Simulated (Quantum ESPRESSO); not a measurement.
GaSb:

```xyz
2
Lattice="0.0000 3.0590 3.0590 3.0590 0.0000 3.0590 3.0590 3.0590 0.0000" Properties=species:S:1:pos:R:3 pbc="T T T"
Sb    4.5885    4.5885    4.5885
Ga    0.0000    0.0000    0.0000
```

```yaml
Program: Quantum ESPRESSO 7.5
Task: phonons
Functional: PBEsol
Dispersion: D3(BJ)
Potentials_or_basis: GBRV 1.5 PBEsol
Cutoff: 762 eV
Density_cutoff: 6095 eV
k_mesh: 7 × 7 × 7
Occupations: methfessel-paxton, width 0.272 eV
Spin: no spin polarisation
Mixing_beta: 0.5
Most_SCF_iterations: 120
SCF_threshold: 4e-10 Ry
```

At Γ the optical frequencies are 217 217 217 cm⁻¹, at a pressure of -1.9 GPa.

How do the modes respond when the cell is scaled evenly, at fixed shape?

The highest mode has a Grüneisen parameter of 1.52 and moves by +7.1 cm⁻¹ per GPa. None of the listed modes softens on compression. The pressures give a bulk modulus of about 46 GPa.

Frequencies at 99 % and 101 % of the volume (pressures -1.5 and -2.4 GPa), ions relaxed:
```csv
mode,99 % (cm⁻¹),101 % (cm⁻¹),Grüneisen parameter
4,220.3,213.7,1.52
5,220.3,213.7,1.52
6,220.3,213.7,1.52
```

Modes are matched by their order; those that don't vary smoothly over the three volumes are left out.

Caveat: pairwise dispersion overbinds metals, which lowers pressure and volume.
